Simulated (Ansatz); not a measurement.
**AlH₃OS₂: how energies converge with the basis set**

An exercise on one series of results from a longer session: the logs are not shown, and one member is left open.

Computed with Ansatz 0.2.0, Gaussian basis. Level: one geometry, several basis sets.

Levels to be run: PBE0-D4/def2-SVP; ωB97M-V/def2-SVP; PBE0-D4/def2-QZVPP; ωB97M-V/def2-QZVPP; the functionals' def2-TZVPP values are taken from earlier runs.

### Structure used throughout

All runs share one geometry, relaxed beforehand with PBE0-D4 in a triple-zeta def2 set.

7 atoms, charge 0, spin multiplicity 1.

Atoms are counted from 1 here; the program's logs count them from 0.

Bond lengths: O1–Al2 1.685 Å, O1–H5 0.955 Å, Al2–S3 2.173 Å, Al2–S4 2.182 Å, S3–H6 1.344 Å, S4–H7 1.343 Å. Angles: Al2–O1–H5 125.4°, O1–Al2–S3 115.7°, O1–Al2–S4 120.2°, S3–Al2–S4 124.1°, Al2–S3–H6 93.2°, Al2–S4–H7 93.9°.

As a file:

```mol
AlH3OS2
  3D, bonds by distance, orders not assigned

  7  6  0  0  0  0  0  0  0  0999 V2000
   -1.9851    0.1812    0.4662 O   0  0
   -0.3389    0.0272    0.1419 Al  0  0
    0.9656    0.0148    1.8797 S   0  0
    0.3631   -0.1441   -1.9167 S   0  0
   -2.6781    0.2027   -0.1904 H   0  0
    2.0783   -0.1182    1.1383 H   0  0
    1.6565   -0.2317   -1.5647 H   0  0
  1  2  8  0
  2  3  8  0
  2  4  8  0
  1  5  8  0
  3  6  8  0
  4  7  8  0
M  END
```

The first run:

File in.yaml:

```yaml
crystal:
  periodic: [false, false, false]
  atoms:
    - {symbol: O, position_ang: [-1.985140, 0.181231, 0.466161]}
    - {symbol: Al, position_ang: [-0.338940, 0.027164, 0.141881]}
    - {symbol: S, position_ang: [0.965610, 0.014847, 1.879725]}
    - {symbol: S, position_ang: [0.363064, -0.144090, -1.916704]}
    - {symbol: H, position_ang: [-2.678099, 0.202683, -0.190392]}
    - {symbol: H, position_ang: [2.078286, -0.118167, 1.138332]}
    - {symbol: H, position_ang: [1.656518, -0.231668, -1.564702]}
basis:
  gaussian: {orbitals: def2-SVP}
hamiltonian: {xc: pbe0, dispersion: d4}
output: {orbitals: {seedname: orbitals}}
```

Among the steps run: PBE0-D4 in def2-SVP; ωB97M-V in def2-SVP; PBE0-D4 in def2-QZVPP; ωB97M-V in def2-QZVPP.

One of the session's tables, all rows but one given; the rest of the session is left out.

It belongs to the step «Functionals by basis». 

| functional | basis | HOMO (eV) |
| --- | --- | --- |
| PBE0-D4 | def2-SVP | -7.54 |
| PBE0-D4 | def2-TZVPP | ? |
| PBE0-D4 | def2-QZVPP | -7.72 |
| ωB97M-V | def2-SVP | -9.65 |
| ωB97M-V | def2-TZVPP | -9.85 |
| ωB97M-V | def2-QZVPP | -9.89 |

Estimate the missing values for PBE0-D4, def2-TZVPP.

The run gave: HOMO (eV): -7.69. In the column «HOMO (eV)» it lies between PBE0-D4, def2-QZVPP (-7.72) and PBE0-D4, def2-SVP (-7.54).
